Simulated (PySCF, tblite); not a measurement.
# C7H10FNO: geometry, infrared bands and NMR shifts

Wanted: the infrared bands and NMR shifts of C7H10FNO (`CC[C@@H]1OC[C@@H](C#N)[C@H]1F`), by calculation.

Programs: tblite 0.8.0 and PySCF 2.14.0, with density-fitted response routines of our own. Each step states its level of theory. These are calculated values for one molecule in the gas phase, unless marked as measured. Atoms are numbered from 0 throughout.

### 1 The starting structure

20 atoms, charge 0, multiplicity 1; geometry from: force field or distance geometry start.

Bonds of the start (Å): C0–C1 1.53, C1–C2 1.51, C2–O3 1.46, O3–C4 1.44, C4–C5 1.51, C5–C6 1.45, C6–N7 1.15, C5–C8 1.51, C8–F9 1.37, C8–C2 1.53, C0–H10 1.09, C0–H11 1.10, C0–H12 1.08, C1–H13 1.10, C1–H14 1.09, C2–H15 1.08, C4–H16 1.09, C4–H17 1.10, C5–H18 1.10, C8–H19 1.09.

### 2 Optimising the geometry with GFN2-xTB

Job settings and geometry (Å):

```
{"job": {"kind": "relax", "xc": "GFN2-xTB", "basis": "xTB"}, "charge": 0, "multiplicity": 1}
C      2.782100    -0.108100     0.543700
C      1.404100    -0.763500     0.397600
C      0.509400    -0.021900    -0.567900
O      0.234000     1.306200    -0.041200
C     -1.186000     1.422900     0.167700
C     -1.718500     0.012200     0.272600
C     -3.143200    -0.081300     0.009000
N     -4.282700    -0.161400    -0.152100
C     -0.853000    -0.698300    -0.744400
F     -1.316700    -0.402300    -1.994600
H      3.402800    -0.684100     1.225100
H      2.681700     0.906300     0.946900
H      3.276100    -0.049400    -0.413600
H      0.952800    -0.807200     1.399000
H      1.545000    -1.791400     0.067800
H      0.996100     0.107800    -1.526400
H     -1.373800     2.024000     1.061600
H     -1.597100     1.958800    -0.701500
H     -1.484900    -0.376300     1.279700
H     -0.833300    -1.782400    -0.642600
```

The run is started by

```console
$ OMP_NUM_THREADS=1 python probes_run.py task.json out
```

The driver reads the jobs from task.json and runs them one after another.

**Question.** This job is followed by: GFN2-xTB harmonic vibrations, gas phase; GIAO PBE0/pcSseg-1 NMR shielding, non-relativistic, gas phase. Predict these results of the whole session: strongest single infrared mode (GFN2-xTB); zero-point energy (GFN2-xTB); ¹³C shifts against TMS (PBE0/pcSseg-1); ¹H shifts against TMS (PBE0/pcSseg-1, means over atoms taken as alike); ¹⁷O shifts against H2O (PBE0/pcSseg-1); ¹⁵N shifts against NH3 (PBE0/pcSseg-1); ¹⁹F shifts against CFCl3 (PBE0/pcSseg-1).

The runs gave:

| quantity | value |
| --- | --- |
| strongest single infrared mode (GFN2-xTB) | 2416 cm⁻¹, 197 km/mol |
| zero-point energy (GFN2-xTB) | 100.5 kcal/mol |
| ¹³C shifts against TMS (PBE0/pcSseg-1) | 118.7, 101.5, 93.0, 75.1, 36.5, 32.3, 13.8 ppm |
| ¹H shifts against TMS (PBE0/pcSseg-1, means over atoms taken as alike) | 4.69, 4.44, 4.09, 3.92, 2.70, 1.80, 1.40, 1.21 ppm |
| ¹⁷O shifts against H2O (PBE0/pcSseg-1) | 80.3 ppm |
| ¹⁵N shifts against NH3 (PBE0/pcSseg-1) | 310.4 ppm |
| ¹⁹F shifts against CFCl3 (PBE0/pcSseg-1) | -211.1 ppm |

In words: Over 112 steps the energy fell by 0.152 eV; of the close pairs, O3–C4 changed most, 1.440 to 1.402 Å. All 54 modes are real, so the xTB geometry is a minimum. The strongest single mode, at 2416 cm⁻¹, moves mainly C6 and N7. Unscaled tight-binding wavenumbers are off by several per cent, some by more. Its intensities can rank the bands wrongly. C6 (nitrile carbon) lies farthest downfield among carbon, at 118.7 ppm; C≡N carbons fall here, among the sp2 signals but without a proton. H19 (hydrogen on an sp3 CH bonded to F) lies farthest downfield among hydrogen, at 4.69 ppm; its carbon carries F, hence the downfield position. At PBE0/pcSseg-1: The widest tensor belongs to N7: span 518 ppm, with a paramagnetic part of -382 ppm.
